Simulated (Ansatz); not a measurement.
# MnAu2 (I4/mmm) in Ansatz: notebook

The runs below take MnAu2 through single point, with PBEsol.

Everything below comes from runs of Ansatz 0.2.0. Logs are shortened: lines on timing, memory, paths and dates and some standing lists are left out, and cuts for length are marked.

**1. Starting point**

The structure is tetragonal, space group I4/mmm (No. 139). Conventional cell: a = 3.363 Å, b = 3.363 Å, c = 8.592 Å, α = 90.00°, β = 90.00°, γ = 90.00°. Au (site symmetry 4mm) is surrounded by 5 Au at 2.58 to 2.93 Å and 4 Mn at 2.70 Å. Mn (site symmetry 4/mmm) is surrounded by 10 Au at 2.70 to 3.01 Å.

**2. Single point, PBEsol, collinear spin, ferromagnetic start, 15.22 Å³/atom (volume scaled by 0.94)**

input.yaml

```yaml
crystal:
  lattice:
    - [-1.6471740418, 1.6471740418, 4.208301923]
    - [1.6471740418, -1.6471740418, 4.208301923]
    - [1.6471740418, 1.6471740418, -4.208301923]
  atoms:
    - { symbol: Au, position: [0.65, 0.65, 0.0] }
    - { symbol: Au, position: [0.35, 0.35, 0.0] }
    - { symbol: Mn, position: [0.0, 0.0, 0.0], spin: 4.0 }
kpoints:
  mp_grid: { grid: [11, 11, 11] }
scf:
  occupations: { method: fermi_dirac, width: 0.05 }
hamiltonian:
  xc: pbesol
  pseudopotentials: { kind: all_electron, lapw: { basis_error: 0.001 } }
magnetization:
  spin_polarized: true
output:
  forces: true
  stress: true
  eigenvalues: true
```

Potentials or basis: all-electron LAPW, scalar-relativistic.

The run is started by

```
ansatz run input.yaml --threads 4 --pin off --max-ram 12288MiB --backend cpu --events-out ev --progress --plain --runs-dir out
```

Standard output:

```text
Warning: RAYON_NUM_THREADS=4 ignored (pool sized by the plan → 4); use --threads N
LAPW: plane waves up to 9.417 Å⁻¹, error target 1.0e-3 eV per atom; small_component_spin mean_spin; Mn in spheres of 1.262 Å, 15 of its electrons in bands, Dirac shells []; Au in spheres of 1.262 Å, 43 of its electrons in bands, Dirac shells [] (how accurate: hamiltonian.pseudopotentials.lapw.basis_error, Limitations)
Engine: ansatz 0.2.0, aarch64-unknown-linux-gnu
Pseudopotentials: kind: all_electron
Pseudopotential: Au, LAPW, valence charge 43, lapw/all_electron/scalar/gaussian/Au, Koelling and Harmon's equation, gaussian nucleus
Pseudopotential: Mn, LAPW, valence charge 15, lapw/all_electron/scalar/gaussian/Mn, Koelling and Harmon's equation, gaussian nucleus
Functional definition: PBEsol
  exchange = pbesol_x
  correlation = pbesol_c
Crystal: 3 atoms, lattice volume = 45.672 Å³
Basis set: ecut = 337.84049214172853 eV, 617 PW (Γ), FFT grids on a1+a3, a2+a3, a3, exchange–correlation at level 2
Bands: 63, of which v1, the nominal top of the filled ones, is band 51 counted from 1 (50 counted from 0)
Symmetry: 16 space group operations
Space group: I4/mmm (ITA 139), of the structure as read, at distance tolerance 3.6e-5 Å
Magnetic group: BNS 139.531 (UNI 1191), of the structure as read, at distance tolerance 3.6e-5 Å
k-points: 126 of 1331
Non-local potential: Au, projectors of the file, none
Non-local potential: Mn, projectors of the file, none
Initial density: superposition of atomic densities (chi_scale 0.1, normalization cell, long waves kept (reshape's long-wave potential 0.00 eV rms))
Starting moments: Σ|m| = 4 μB on 1 of 3 sites
Initial wavefunctions: plane waves of lowest kinetic energy (no species holds an atomic orbital)
Functional: x = pbesol(κ = 0.804, μ = 0.12345679012345678), c = pbesol(β = 0.046)
iter 1 solved again at ethr=4.36e-3 eV; its pass at ethr=1.00e-1 eV (dr2=4.40e0 eV) is discarded
SCF iter   1: F=—  HF=-1065665.120132 eV  |F-HF|=—  |Δ(HF+E_count)|=         —  Δρ=4.33e-2 (↑2.92e-2 ↓4.33e-2)  dr2=4.40e0  dr2_m=2.87e-2  M=3.728 μB ∫|m|=3.859 μB  β_m=0.30  ethr=4.36e-3  ⟨swp⟩=2.0  Hψ=98790  notcnv=0
Mixer restart at iter 1: flushing history
preconditioner: auto → Kerker (q_TF=auto, 3.114 Å⁻¹)  [metal: Δε(μ)=0.019 eV  Ē_g=12.827 eV  σ=0.050 eV  W_gap=0.09  n_scr=32 (ndim 8)  ℏωp=29.6 eV  f_vac=0.000  D(μ)=1.25/eV (n_scr^D=10)]
spin=Collinear: Kerker preconditioning applied to the charge; magnetization (m = ρ↑ − ρ↓) channel mixes plain (no charge-response kernel on spin).
SCF iter   2: F=—  HF=-1065663.583667 eV  |F-HF|=—  |Δ(HF+E_count)|=    1.54e0  Δρ=1.70e-2 (↑1.22e-2 ↓1.70e-2)  dr2=7.14e-1  dr2_m=3.54e-3  M=3.864 μB ∫|m|=4.023 μB  β_m=0.32  ethr=4.36e-3  ⟨swp⟩=2.0  Hψ=45455  notcnv=0
SCF iter   3: F=—  HF=-1065663.410052 eV  |F-HF|=—  |Δ(HF+E_count)|=   1.74e-1  Δρ=1.17e-2 (↑9.27e-3 ↓1.17e-2)  dr2=4.38e-1  dr2_m=1.84e-3  M=3.880 μB ∫|m|=4.059 μB  β_m=0.42  ethr=7.07e-4  ⟨swp⟩=2.0  Hψ=47698  notcnv=0
SCF iter   4: F=—  HF=-1065663.331705 eV  |F-HF|=—  |Δ(HF+E_count)|=         —  Δρ=6.09e-3 (↑5.42e-3 ↓6.09e-3)  dr2=1.45e-1  dr2_m=3.65e-4  M=3.881 μB ∫|m|=4.086 μB  β_m=0.56  ethr=4.34e-4  ⟨swp⟩=2.0  Hψ=45786  notcnv=0
the basis was enlarged: its passes take 1.3 MiB over the memory plan, 4 of 4 planned eigensolver slots
SCF iter   5: F=—  HF=-1065663.306327 eV  |F-HF|=—  |Δ(HF+E_count)|=   2.54e-2  Δρ=2.14e-3 (↑2.14e-3 ↓1.70e-3)  dr2=1.63e-2  dr2_m=6.47e-5  M=3.885 μB ∫|m|=4.112 μB  β_m=0.64  ethr=1.44e-4  ⟨swp⟩=2.0  Hψ=46374  notcnv=0
iter 6 solved again at ethr=1.08e-6 eV; its pass at ethr=1.62e-5 eV (dr2=1.09e-3 eV) is discarded
SCF iter   6: F=—  HF=-1065663.303775 eV  |F-HF|=—  |Δ(HF+E_count)|=   2.55e-3  Δρ=7.94e-4 (↑7.57e-4 ↓7.94e-4)  dr2=1.09e-3  dr2_m=3.39e-5  M=3.884 μB ∫|m|=4.115 μB  β_m=0.69  ethr=1.08e-6  ⟨swp⟩=2.0  Hψ=76705  notcnv=0
SCF iter   7: F=—  HF=-1065663.303993 eV  |F-HF|=—  |Δ(HF+E_count)|=   2.18e-4  Δρ=3.59e-4 (↑3.18e-4 ↓3.59e-4)  dr2=1.71e-4  dr2_m=6.27e-6  M=3.888 μB ∫|m|=4.116 μB  β_m=0.84  ethr=1.08e-6  ⟨swp⟩=2.0  Hψ=44772  notcnv=0
SCF iter   8: F=—  HF=-1065663.304022 eV  |F-HF|=—  |Δ(HF+E_count)|=   2.92e-5  Δρ=7.46e-5 (↑6.86e-5 ↓7.46e-5)  dr2=1.09e-5  dr2_m=9.54e-9  M=3.889 μB ∫|m|=4.115 μB  β_m=0.89  ethr=1.70e-7  ⟨swp⟩=2.0  Hψ=44779  notcnv=0
SCF iter   9: F=—  HF=-1065663.304023 eV  |F-HF|=—  |Δ(HF+E_count)|=   6.99e-7  Δρ=3.04e-5 (↑2.99e-5 ↓3.04e-5)  dr2=1.60e-6  dr2_m=1.04e-8  M=3.889 μB ∫|m|=4.115 μB  β_m=0.94  ethr=1.08e-8  ⟨swp⟩=2.0  Hψ=44772  notcnv=0
SCF iter  10: F=—  HF=-1065663.304023 eV  |F-HF|=—  |Δ(HF+E_count)|=   2.76e-7  Δρ=9.91e-6 (↑9.91e-6 ↓9.52e-6)  dr2=2.49e-7  dr2_m=2.81e-10  M=3.889 μB ∫|m|=4.115 μB  β_m=0.86  ethr=1.58e-9  ⟨swp⟩=2.0  Hψ=44772  notcnv=0
SCF iter  11: F=—  HF=-1065663.304023 eV  |F-HF|=—  |Δ(HF+E_count)|=   2.68e-8  Δρ=7.02e-6 (↑7.02e-6 ↓6.89e-6)  dr2=1.50e-7  dr2_m=3.83e-10  M=3.889 μB ∫|m|=4.115 μB  β_m=0.65  ethr=2.47e-10  ⟨swp⟩=2.0  Hψ=44784  notcnv=0
SCF iter  12: F=—  HF=-1065663.304023 eV  |F-HF|=—  |Δ(HF+E_count)|=   1.35e-7  Δρ=2.97e-6 (↑2.97e-6 ↓2.79e-6)  dr2=1.63e-8  dr2_m=3.21e-11  M=3.889 μB ∫|m|=4.115 μB  β_m=0.82  ethr=1.48e-10  ⟨swp⟩=2.0  Hψ=44772  notcnv=0
SCF iter  13: F=-1065663.304023 eV  HF=-1065663.304023 eV  |F-HF|=3.73e-9  |Δ(HF+E_count)|=   3.96e-9  Δρ=1.13e-6 (↑9.77e-7 ↓1.13e-6)  dr2=2.87e-9  dr2_m=1.11e-11  M=3.889 μB ∫|m|=4.115 μB  ethr=1.62e-11  ⟨swp⟩=2.0  Hψ=44772  notcnv=0
SCF 1 converged in 13 iterations: F = -1065663.304023 eV  dr2 = 2.87e-9
the search or the solves at the SCF's close seem to have found levels that the self-consistency loop had missed (the run counts 1). By its estimate they hold under 1e-12 electrons; where the run keeps them, the occupations were computed again with them
SCF converged after 13 iterations
Magnetization: 3.8888 μB (52.4444 up, 48.5556 down)
Absolute magnetization: 4.1153 μB (∫|ρ↑−ρ↓|)
Spin contamination: 0.1616 ħ² per cell (⟨S²⟩ above its minimum at these occupations)
Per-site moments (μB) at R_I (Å): [(0.08047380722400987, 1.2624905580874195), (0.08047380722400987, 1.2624905580874195), (3.7044602894517613, 1.2624905580874195)]
Free energy (F): -1065663.304023 eV
Harris-Foulkes:  -1065663.304023 eV  (|F-HF|=3.73e-9)
Internal energy: -1065663.296040 eV  (E = F + TS)
E sigma→0 (E₀):  -1065663.300031 eV
Entropy (-TS):   -0.007982 eV (-2.661 meV/atom)
Fermi energy:    24.039344 eV
--- Per-component energies (eV) ---
  E_band       = -7940.901511
  E_kinetic    = 1210512.291604
  E_xc         = -20939.009285
  E_electrostatic = -2255236.578359  (all electrons and nuclei)
  E_smearing   = -0.007982  (= −TS)
  E_closure    = 0.000000  (closes the sum)
  E_atoms      = -1065645.471339  (free atoms, spherical and without spin; not in F)
  Σ components = -1065663.304023   (vs F -1065663.304023, Δ=0.00e0)
  Basis errors (estimates in eV, not in F): energy 2.6e-4 per atom: plane waves 2.1e-4 (1.1e-4 summed), levels above the bands 2.5e-145, relativity 9.8e-8, radial functions 4.1e-5, core shells 9.5e-7; eigenvalues (radial functions only) 1.5e-6; not estimated: angular momenta, meshes, grids; target (lapw.basis_error) 1.0e-3; muffin-tin radii Mn 1.262 Å, Au 1.262 Å
--- Forces (eV/Å), atoms counted from 1 ---
  atom   1  Au     0.00000000    -0.00000000     2.62675929
  atom   2  Au    -0.00000000    -0.00000000    -2.62675929
  atom   3  Mn    -0.00000000     0.00000000     0.00000000
  max |Σ_I F_I| component: 2.08e-17 eV/Å
--- Stress (GPa, compression-positive) ---
        8.017445      -0.000000      -0.000000
       -0.000000       8.017445      -0.000000
       -0.000000      -0.000000      20.855864
  P = ⅓ Tr σ = 12.2969 GPa (122.969 kbar)
--- Band table (eV; the first three rows and the last of 252) ---
  k-point 0 ↑: bands = ["-299.1924", "-299.1924", "-299.1754", "-299.1754", "-299.1754", "-299.1754", "-299.1734", "-299.1734", "-299.1657", "-299.1657", "-82.1418", "-82.1187", "-56.8457", "-55.1537", "-55.1527", "-55.1511", "-55.1511", "-55.1503", "-55.1503", "-55.1441", "-55.1416", "-55.1361", "-55.1361", "-55.1358", "-55.1358", "-55.1342", "-55.1340", "-33.7433", "-33.5085", "-33.5085", "-33.4696", "-33.4696", "-33.4193", "-25.7346", "-25.7346", "-25.6920", "13.7735", "17.8558", "17.8573", "18.0869", "18.2248", "18.5865", "19.2098", "19.2098", "19.5479", "19.5479", "20.7147", "20.7848", "21.5695", "21.5695", "22.1654", "22.6850", "26.3087", "27.5234", "33.6293", "33.6293", "34.0446", "34.0446", "35.0942", "36.1832", "36.8357", "38.5948", "40.5884"]
  k-point 1 ↑: bands = ["-299.1924", "-299.1924", "-299.1754", "-299.1754", "-299.1754", "-299.1754", "-299.1734", "-299.1734", "-299.1657", "-299.1657", "-82.1414", "-82.1190", "-56.8455", "-55.1537", "-55.1528", "-55.1511", "-55.1511", "-55.1503", "-55.1503", "-55.1441", "-55.1416", "-55.1362", "-55.1361", "-55.1358", "-55.1358", "-55.1342", "-55.1341", "-33.7416", "-33.5109", "-33.5076", "-33.4758", "-33.4705", "-33.4184", "-25.7365", "-25.7359", "-25.6916", "14.0470", "17.9235", "17.9777", "18.0387", "18.1793", "18.5889", "18.8285", "19.3760", "19.4513", "19.5294", "20.3803", "20.9475", "21.5940", "22.0577", "22.1311", "22.7919", "26.5968", "27.7685", "31.8215", "32.1984", "32.7479", "33.3213", "37.6485", "37.7422", "37.8286", "39.2429", "39.7940"]
  k-point 2 ↑: bands = ["-299.1924", "-299.1924", "-299.1754", "-299.1754", "-299.1754", "-299.1754", "-299.1734", "-299.1734", "-299.1657", "-299.1657", "-82.1403", "-82.1197", "-56.8451", "-55.1536", "-55.1529", "-55.1511", "-55.1510", "-55.1504", "-55.1503", "-55.1441", "-55.1416", "-55.1362", "-55.1362", "-55.1358", "-55.1358", "-55.1341", "-55.1341", "-33.7361", "-33.5173", "-33.5036", "-33.4933", "-33.4730", "-33.4175", "-25.7409", "-25.7393", "-25.6906", "14.7939", "17.7628", "17.9820", "18.1162", "18.2917", "18.5000", "18.7251", "18.9456", "19.4925", "19.7497", "20.5349", "21.0464", "21.6455", "22.0572", "22.5516", "22.7944", "27.4750", "28.4331", "29.6960", "30.5672", "31.2156", "31.8227", "37.2462", "39.3483", "39.8507", "40.6265", "40.6832"]
  k-point 125 ↓: bands = ["-299.1803", "-299.1803", "-299.1647", "-299.1647", "-299.1647", "-299.1647", "-299.1628", "-299.1628", "-299.1540", "-299.1540", "-82.0615", "-82.0550", "-55.1374", "-55.1368", "-55.1343", "-55.1343", "-55.1341", "-55.1341", "-55.1285", "-55.1264", "-55.1202", "-55.1201", "-55.1195", "-55.1195", "-55.1186", "-55.1182", "-52.8801", "-33.5936", "-33.4519", "-33.4511", "-33.4042", "-33.3627", "-33.3608", "-21.8346", "-21.8327", "-21.8262", "16.2278", "16.6724", "16.9229", "17.2355", "18.2341", "18.4207", "19.3186", "19.6289", "20.0950", "20.9796", "21.0375", "21.7639", "24.8661", "25.3596", "25.4082", "25.5531", "25.6542", "28.5233", "29.7310", "35.3321", "36.1715", "37.9161", "38.7660", "39.2611", "40.5958", "40.7529", "41.6672"]
```

It took 77 s on 4 threads of Arm Neoverse V2, shared host; peak memory 1.7 GiB.

Results:

| Item | Value |
| --- | --- |
| Free energy | -1065663.3040 eV |
| Pressure | 12.3 GPa |
| Largest force | 2.627 eV/Å |
| Band gap on the k mesh | none (metal or under the smearing width) |
| Net moment | 3.89 μB per cell |
| Absolute moment | 4.12 μB per cell |
| Site moments | Au +0.08; Mn +3.70 μB |

Caveat: forces of over 1 eV/Å show positions far from the minimum, so gaps and moduli don't describe the material at rest.

**3. Single point, PBEsol, collinear spin, ferromagnetic start, 15.55 Å³/atom (volume scaled by 0.96)**

input.yaml: that of step 2 with these lines changed.

```diff
@@ -2,5 +2,5 @@
   lattice:
-    - [-1.6471740418, 1.6471740418, 4.208301923]
-    - [1.6471740418, -1.6471740418, 4.208301923]
-    - [1.6471740418, 1.6471740418, -4.208301923]
+    - [-1.6587742412, 1.6587742412, 4.2379388285]
+    - [1.6587742412, -1.6587742412, 4.2379388285]
+    - [1.6587742412, 1.6587742412, -4.2379388285]
   atoms:
```

Potentials or basis: all-electron LAPW, scalar-relativistic.

The run is started by

```
ansatz run input.yaml --threads 4 --pin off --max-ram 12288MiB --backend cpu --events-out ev --progress --plain --runs-dir out
```

It took 81 s on 4 threads of Arm Neoverse V2, shared host; peak memory 1.7 GiB.

It converged, with:

```yaml
Free_energy: -1065663.3656 eV
Pressure: 8.1 GPa
Largest_force: 2.396 eV/Å
Band_gap_on_the_k_mesh: none (metal or under the smearing width)
Net_moment: 3.93 μB per cell
Absolute_moment: 4.16 μB per cell
Site_moments: Au +0.08; Mn +3.75 μB
```

Caveat: forces of over 1 eV/Å show positions far from the minimum, so gaps and moduli don't describe the material at rest.

**4. Single point, PBEsol, collinear spin, ferromagnetic start, 15.87 Å³/atom (volume scaled by 0.98)**

input.yaml: that of step 3 with these lines changed.

```diff
@@ -2,5 +2,5 @@
   lattice:
-    - [-1.6587742412, 1.6587742412, 4.2379388285]
-    - [1.6587742412, -1.6587742412, 4.2379388285]
-    - [1.6587742412, 1.6587742412, -4.2379388285]
+    - [-1.6702144251, 1.6702144251, 4.2671669165]
+    - [1.6702144251, -1.6702144251, 4.2671669165]
+    - [1.6702144251, 1.6702144251, -4.2671669165]
   atoms:
```

The run is started by

```
ansatz run input.yaml --threads 4 --pin off --max-ram 12288MiB --backend cpu --events-out ev --progress --plain --runs-dir out
```

Wall time 75 s (4 threads of Arm Neoverse V2, shared host); peak memory 1.7 GiB.

It converged, with:

```yaml
Free_energy: -1065663.4034 eV
Pressure: 4.4 GPa
Largest_force: 2.182 eV/Å
Band_gap_on_the_k_mesh: none (metal or under the smearing width)
Net_moment: 3.96 μB per cell
Absolute_moment: 4.20 μB per cell
Site_moments: Au +0.07; Mn +3.79 μB
```

Caveat: forces of over 1 eV/Å show positions far from the minimum, so gaps and moduli don't describe the material at rest.

**5. Single point, PBEsol, collinear spin, ferromagnetic start, 16.20 Å³/atom**

input.yaml: that of step 4 with these lines changed.

```diff
@@ -2,5 +2,5 @@
   lattice:
-    - [-1.6702144251, 1.6702144251, 4.2671669165]
-    - [1.6702144251, -1.6702144251, 4.2671669165]
-    - [1.6702144251, 1.6702144251, -4.2671669165]
+    - [-1.6815, 1.6815, 4.296]
+    - [1.6815, -1.6815, 4.296]
+    - [1.6815, 1.6815, -4.296]
   atoms:
```

The run is started by

```
ansatz run input.yaml --threads 4 --pin off --max-ram 12288MiB --backend cpu --events-out ev --progress --plain --runs-dir out
```

It took 66 s on 4 threads of Arm Neoverse V2, shared host; peak memory 1.7 GiB.

Results (log left out):

```yaml
Free_energy: -1065663.4202 eV
Pressure: 1.2 GPa
Largest_force: 1.985 eV/Å
Band_gap_on_the_k_mesh: none (metal or under the smearing width)
Net_moment: 4.00 μB per cell
Absolute_moment: 4.24 μB per cell
Site_moments: Au +0.07; Mn +3.84 μB
```

Caveat: forces of over 1 eV/Å show positions far from the minimum, so gaps and moduli don't describe the material at rest.

**6. Single point, PBEsol, collinear spin, ferromagnetic start, 16.52 Å³/atom (volume scaled by 1.02)**

input.yaml: that of step 5 with these lines changed.

```diff
@@ -2,5 +2,5 @@
   lattice:
-    - [-1.6815, 1.6815, 4.296]
-    - [1.6815, -1.6815, 4.296]
-    - [1.6815, 1.6815, -4.296]
+    - [-1.6926360861, 1.6926360861, 4.3244511603]
+    - [1.6926360861, -1.6926360861, 4.3244511603]
+    - [1.6926360861, 1.6926360861, -4.3244511603]
   atoms:
```

Potentials or basis: all-electron LAPW, scalar-relativistic.

The run is started by

```
ansatz run input.yaml --threads 4 --pin off --max-ram 12288MiB --backend cpu --events-out ev --progress --plain --runs-dir out
```

Wall time 64 s (4 threads of Arm Neoverse V2, shared host); peak memory 1.6 GiB.

Results (log left out):

```yaml
Free_energy: -1065663.4188 eV
Pressure: -1.6 GPa
Largest_force: 1.803 eV/Å
Band_gap_on_the_k_mesh: none (metal or under the smearing width)
Net_moment: 4.04 μB per cell
Absolute_moment: 4.27 μB per cell
Site_moments: Au +0.07; Mn +3.88 μB
```

Caveat: forces of over 1 eV/Å show positions far from the minimum, so gaps and moduli don't describe the material at rest.

**7. Single point, PBEsol, collinear spin, ferromagnetic start, 16.84 Å³/atom (volume scaled by 1.04)**

input.yaml: that of step 6 with these lines changed.

```diff
@@ -2,5 +2,5 @@
   lattice:
-    - [-1.6926360861, 1.6926360861, 4.3244511603]
-    - [1.6926360861, -1.6926360861, 4.3244511603]
-    - [1.6926360861, 1.6926360861, -4.3244511603]
+    - [-1.7036275375, 1.7036275375, 4.3525327988]
+    - [1.7036275375, -1.7036275375, 4.3525327988]
+    - [1.7036275375, 1.7036275375, -4.3525327988]
   atoms:
```

The run is started by

```
ansatz run input.yaml --threads 4 --pin off --max-ram 12288MiB --backend cpu --events-out ev --progress --plain --runs-dir out
```

Wall time 66 s (4 threads of Arm Neoverse V2, shared host); peak memory 1.6 GiB.

It converged, with:

```yaml
Free_energy: -1065663.4011 eV
Pressure: -4.1 GPa
Largest_force: 1.634 eV/Å
Band_gap_on_the_k_mesh: none (metal or under the smearing width)
Net_moment: 4.07 μB per cell
Absolute_moment: 4.31 μB per cell
Site_moments: Au +0.06; Mn +3.92 μB
```

Caveat: forces of over 1 eV/Å show positions far from the minimum, so gaps and moduli don't describe the material at rest.

**8. Single point, PBEsol, collinear spin, ferromagnetic start, 17.17 Å³/atom (volume scaled by 1.06)**

input.yaml: that of step 7 with these lines changed.

```diff
@@ -2,5 +2,5 @@
   lattice:
-    - [-1.7036275375, 1.7036275375, 4.3525327988]
-    - [1.7036275375, -1.7036275375, 4.3525327988]
-    - [1.7036275375, 1.7036275375, -4.3525327988]
+    - [-1.7144789609, 1.7144789609, 4.3802566851]
+    - [1.7144789609, -1.7144789609, 4.3802566851]
+    - [1.7144789609, 1.7144789609, -4.3802566851]
   atoms:
```

The run is started by

```
ansatz run input.yaml --threads 4 --pin off --max-ram 12288MiB --backend cpu --events-out ev --progress --plain --runs-dir out
```

It took 66 s on 4 threads of Arm Neoverse V2, shared host; peak memory 1.6 GiB.

Results (log left out):

```
Free energy            : -1065663.3691 eV
Pressure               : -6.4 GPa
Largest force          : 1.477 eV/Å
Band gap on the k mesh : none (metal or under the smearing width)
Net moment             : 4.10 μB per cell
Absolute moment        : 4.34 μB per cell
Site moments           : Au +0.06; Mn +3.95 μB
```

Caveat: forces of over 1 eV/Å show positions far from the minimum, so gaps and moduli don't describe the material at rest.

**9. The reference run**

An earlier run on the cell as given: functional PBEsol; potentials or basis all-electron LAPW, scalar-relativistic; cutoff 322 eV (chosen from the basis error); basis error allowed 0.001 eV/atom; k mesh 11 × 11 × 11; occupations fermi-dirac, width 0.05 eV; collinear spin, ferromagnetic start; starting moments [0.0, 0.0, 4.0] μB.

- Pressure: 1.2 GPa
- Largest force: 1.985 eV/Å
- Band gap on the k mesh: none (metal or under the smearing width)
- Net moment: 4.00 μB per cell
- Absolute moment: 4.24 μB per cell
- Site moments: Au +0.07; Mn +3.84 μB
